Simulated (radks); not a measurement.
# Nuclear size and the levels of Ho⁺

Aim: how the total energy, the levels and the density at the nucleus of Ho⁺ respond when the nuclear radius is scaled.

Method: Dirac Kohn-Sham, PBE, spin-unpolarised, spherical densities, finite nucleus; open shells are shared between the two j in proportion to 2j + 1. Code: radks (a radial shooting solver on a logarithmic mesh, Libxc functionals) version 1.

### 1 Starting point

```
element            : holmium (Z = 67)
charge             : +1
electrons          : 66
configuration      : [Xe] 4f11 6s1
nuclear rms radius : 5.2022 fm
```

Outer shells as boxes (Hund's rule):

Ho⁺
```
[Xe] core
4f [↑↓][↑↓][↑↓][↑↓][↑ ][↑ ][↑ ]
6s [↑ ]
```

In the logs a row gives level, spin channel, occupation and eigenvalue; Etot, Ekin, Encl (electron-nucleus), Eh (Hartree) and Exc are energies, all in hartree; err is the last residual, it the number of iterations.

### 2 rms radius 5.2022 fm

Input:

```text
Z 67
configuration [Xe] 4f11 6s1 5d0 6p0
relativity Dirac
functional pbe,pbe
spin unpolarised
j_filling average
nucleus finite rms 5.2022 fm
c 137.035999084
```

The program printed:

```text
1s1/2   1   2.0000       -2037.01998623
2s1/2   1   2.0000        -340.74492163
2p1/2   1   2.0000        -324.35669954
2p3/2   1   4.0000        -292.86560086
3s1/2   1   2.0000         -76.28589457
3p1/2   1   2.0000         -69.10832781
3p3/2   1   4.0000         -62.53065667
3d3/2   1   4.0000         -50.21430363
3d5/2   1   6.0000         -48.77713972
4s1/2   1   2.0000         -15.25847206
4p1/2   1   2.0000         -12.40726420
4p3/2   1   4.0000         -10.93241650
4d3/2   1   4.0000          -6.23679635
4d5/2   1   6.0000          -5.96922302
4f5/2   1   4.7143          -0.37445987
4f7/2   1   6.2857          -0.33852547
5s1/2   1   2.0000          -2.08885886
5p1/2   1   2.0000          -1.32243996
5p3/2   1   4.0000          -1.13819104
6s1/2   1   1.0000          -0.32887336
5d3/2   1   0.0000          -0.25475298
5d5/2   1   0.0000          -0.24482442
6p1/2   1   0.0000          -0.21090733
6p3/2   1   0.0000          -0.19621442
Etot -12627.032186280983
Ekin 13890.67951465498
Encl -31171.074605890535
Eh 4924.998540594898
Exc -271.63563564032313
err 7.692002837612216e-09
it 17
```

6s1/2 is the highest filled level (-8.949 eV).

Sizes of the orbitals, from the radial functions (bohr):

| level | occupation | energy (eV) | <r> | outermost maximum (interpolated) | 90 % within | nodes |
| --- | --- | --- | --- | --- | --- | --- |
| 5p3/2 | 4 | -30.972 | 1.552 | 1.33 | 2.29 | 3 |
| 4f5/2 | 4.71429 | -10.190 | 0.8390 | 0.521 | 1.47 | 0 |
| 4f7/2 | 6.28571 | -9.212 | 0.8599 | 0.526 | 1.52 | 0 |
| 6s1/2 | 1 | -8.949 | 3.674 | 3.19 | 5.36 | 5 |
| 5d3/2 | 0 | -6.932 | 2.746 | 1.96 | 4.46 | 2 |
| 5d5/2 | 0 | -6.662 | 2.837 | 2.02 | 4.61 | 2 |
| 6p1/2 | 0 | -5.739 | 4.605 | 3.98 | 6.75 | 4 |
| 6p3/2 | 0 | -5.339 | 4.872 | 4.24 | 7.11 | 4 |

Radial density 4πr²ρ:

| r (bohr) | 4πr²ρ (e/bohr) |
| --- | --- |
| 0.00102 | 5.196 |
| 0.00161 | 10.78 |
| 0.00257 | 21.32 |
| 0.00405 | 38.72 |
| 0.00644 | 63.22 |
| 0.0102 | 85.90 |
| 0.0162 | 91.84 |
| 0.0255 | 82.23 |
| 0.0406 | 95.30 |
| 0.0645 | 119.6 |
| 0.102 | 94.34 |
| 0.162 | 104.9 |
| 0.255 | 72.65 |
| 0.406 | 52.47 |
| 0.641 | 43.48 |
| 1.02 | 16.00 |
| 1.62 | 6.968 |
| 2.56 | 1.301 |
| 4.07 | 0.3126 |
| 6.42 | 0.03674 |

### 3 rms radius 4.6196 fm

Input: that of step 2 with these lines changed.

```diff
@@ -6,3 +6,3 @@
 j_filling average
-nucleus finite rms 5.2022 fm
+nucleus finite rms 4.6196 fm
 c 137.035999084
```

The program printed:

```text
1s1/2   1   2.0000       -2037.11131918
2s1/2   1   2.0000        -340.75700850
2p1/2   1   2.0000        -324.35664643
2p3/2   1   4.0000        -292.86504629
3s1/2   1   2.0000         -76.28850075
3p1/2   1   2.0000         -69.10830721
3p3/2   1   4.0000         -62.53051293
3d3/2   1   4.0000         -50.21417425
3d5/2   1   6.0000         -48.77701588
4s1/2   1   2.0000         -15.25909565
4p1/2   1   2.0000         -12.40725763
4p3/2   1   4.0000         -10.93238136
4d3/2   1   4.0000          -6.23676899
4d5/2   1   6.0000          -5.96919683
4f5/2   1   4.7143          -0.37444641
4f7/2   1   6.2857          -0.33851233
5s1/2   1   2.0000          -2.08895343
5p1/2   1   2.0000          -1.32243396
5p3/2   1   4.0000          -1.13818180
6s1/2   1   1.0000          -0.32888109
5d3/2   1   0.0000          -0.25474871
5d5/2   1   0.0000          -0.24482033
6p1/2   1   0.0000          -0.21090515
6p3/2   1   0.0000          -0.19621199
Etot -12627.254811595625
Ekin 13891.895221372451
Encl -31172.524158786968
Eh 4925.013269788342
Exc -271.63914396945137
err 6.5314322004103655e-09
it 17
```

E − E(step 2, rms radius 5.2022 fm) = -6.058 eV. Highest occupied level: 6s1/2 at -8.949 eV.

### 4 rms radius 4.838 fm

Input: that of step 3 with these lines changed.

```diff
@@ -6,3 +6,3 @@
 j_filling average
-nucleus finite rms 4.6196 fm
+nucleus finite rms 4.838 fm
 c 137.035999084
```

The program printed:

```text
1s1/2   1   2.0000       -2037.07800210
2s1/2   1   2.0000        -340.75259915
2p1/2   1   2.0000        -324.35666592
2p3/2   1   4.0000        -292.86524859
3s1/2   1   2.0000         -76.28755000
3p1/2   1   2.0000         -69.10831476
3p3/2   1   4.0000         -62.53056537
3d3/2   1   4.0000         -50.21422145
3d5/2   1   6.0000         -48.77706106
4s1/2   1   2.0000         -15.25886816
4p1/2   1   2.0000         -12.40726004
4p3/2   1   4.0000         -10.93239418
4d3/2   1   4.0000          -6.23677897
4d5/2   1   6.0000          -5.96920638
4f5/2   1   4.7143          -0.37445132
4f7/2   1   6.2857          -0.33851712
5s1/2   1   2.0000          -2.08891893
5p1/2   1   2.0000          -1.32243615
5p3/2   1   4.0000          -1.13818517
6s1/2   1   1.0000          -0.32887827
5d3/2   1   0.0000          -0.25475027
5d5/2   1   0.0000          -0.24482182
6p1/2   1   0.0000          -0.21090594
6p3/2   1   0.0000          -0.19621288
Etot -12627.17360083764
Ekin 13891.449954460719
Encl -31171.99358807953
Eh 4925.007896493658
Exc -271.6378637124843
err 7.55952471772105e-09
it 17
```

E − E(step 2, rms radius 5.2022 fm) = -3.848 eV. 6s1/2 is the highest filled level (-8.949 eV).

### 5 rms radius 5.6184 fm

Input: that of step 4 with these lines changed.

```diff
@@ -6,3 +6,3 @@
 j_filling average
-nucleus finite rms 4.838 fm
+nucleus finite rms 5.6184 fm
 c 137.035999084
```

The program printed:

```text
1s1/2   1   2.0000       -2036.94999970
2s1/2   1   2.0000        -340.73566090
2p1/2   1   2.0000        -324.35673959
2p3/2   1   4.0000        -292.86602580
3s1/2   1   2.0000         -76.28389779
3p1/2   1   2.0000         -69.10834345
3p3/2   1   4.0000         -62.53076681
3d3/2   1   4.0000         -50.21440277
3d5/2   1   6.0000         -48.77723460
4s1/2   1   2.0000         -15.25799429
4p1/2   1   2.0000         -12.40726921
4p3/2   1   4.0000         -10.93244344
4d3/2   1   4.0000          -6.23681731
4d5/2   1   6.0000          -5.96924309
4f5/2   1   4.7143          -0.37447019
4f7/2   1   6.2857          -0.33853554
5s1/2   1   2.0000          -2.08878641
5p1/2   1   2.0000          -1.32244455
5p3/2   1   4.0000          -1.13819812
6s1/2   1   1.0000          -0.32886743
5d3/2   1   0.0000          -0.25475625
5d5/2   1   0.0000          -0.24482755
6p1/2   1   0.0000          -0.21090900
6p3/2   1   0.0000          -0.19621629
Etot -12626.861592573861
Ekin 13889.757543223308
Encl -31169.97344096323
Eh 4924.987255351424
Exc -271.6329501853633
err 7.687245897375781e-09
it 17
```

E − E(step 2, rms radius 5.2022 fm) = +4.642 eV. Highest occupied level: 6s1/2 at -8.949 eV.

### 6 rms radius 5.8785 fm

Input: that of step 5 with these lines changed.

```diff
@@ -6,3 +6,3 @@
 j_filling average
-nucleus finite rms 5.6184 fm
+nucleus finite rms 5.8785 fm
 c 137.035999084
```

The program printed:

```text
1s1/2   1   2.0000       -2036.90430431
2s1/2   1   2.0000        -340.72961494
2p1/2   1   2.0000        -324.35676546
2p3/2   1   4.0000        -292.86630325
3s1/2   1   2.0000         -76.28259419
3p1/2   1   2.0000         -69.10835359
3p3/2   1   4.0000         -62.53083872
3d3/2   1   4.0000         -50.21446750
3d5/2   1   6.0000         -48.77729655
4s1/2   1   2.0000         -15.25768238
4p1/2   1   2.0000         -12.40727245
4p3/2   1   4.0000         -10.93246102
4d3/2   1   4.0000          -6.23683099
4d5/2   1   6.0000          -5.96925619
4f5/2   1   4.7143          -0.37447693
4f7/2   1   6.2857          -0.33854212
5s1/2   1   2.0000          -2.08873911
5p1/2   1   2.0000          -1.32244755
5p3/2   1   4.0000          -1.13820274
6s1/2   1   1.0000          -0.32886356
5d3/2   1   0.0000          -0.25475839
5d5/2   1   0.0000          -0.24482959
6p1/2   1   0.0000          -0.21091009
6p3/2   1   0.0000          -0.19621751
Etot -12626.750208769718
Ekin 13889.159511070746
Encl -31169.258409190457
Eh 4924.979887636575
Exc -271.63119828658046
err 7.685179915530766e-09
it 17
```

E − E(step 2, rms radius 5.2022 fm) = +7.673 eV. Highest occupied level: 6s1/2 at -8.949 eV.

### 7 All runs together

| rms radius (fm) | total energy shift (eV) | density at nucleus (e/bohr³) | 1s1/2 shift (meV) | 2s1/2 shift (meV) | 5p1/2 shift (meV) | 6s1/2 shift (meV) | 6p1/2 shift (meV) |
| --- | --- | --- | --- | --- | --- | --- | --- |
| 4.6196 | -6.06 | 8.326e+05 | -2485 | -329 | 0.163 | -0.211 | 0.0593 |
| 4.838 | -3.85 | 8.219e+05 | -1579 | -209 | 0.104 | -0.134 | 0.0377 |
| 5.2022 | 0 | 8.054e+05 | 0 | 0 | 0 | 0 | 0 |
| 5.6184 | 4.64 | 7.882e+05 | 1904 | 252 | -0.125 | 0.161 | -0.0455 |
| 5.8785 | 7.67 | 7.782e+05 | 3148 | 417 | -0.206 | 0.267 | -0.0751 |

What this shows: Shifts are against the first run. Over the range the 1s1/2 level moves by 5.63 eV and the 6p1/2 level by -0.134 meV. A larger nucleus binds the 1s electrons less and lowers the density at its centre. These are shifts of eigenvalues, not the field shifts of spectral lines.
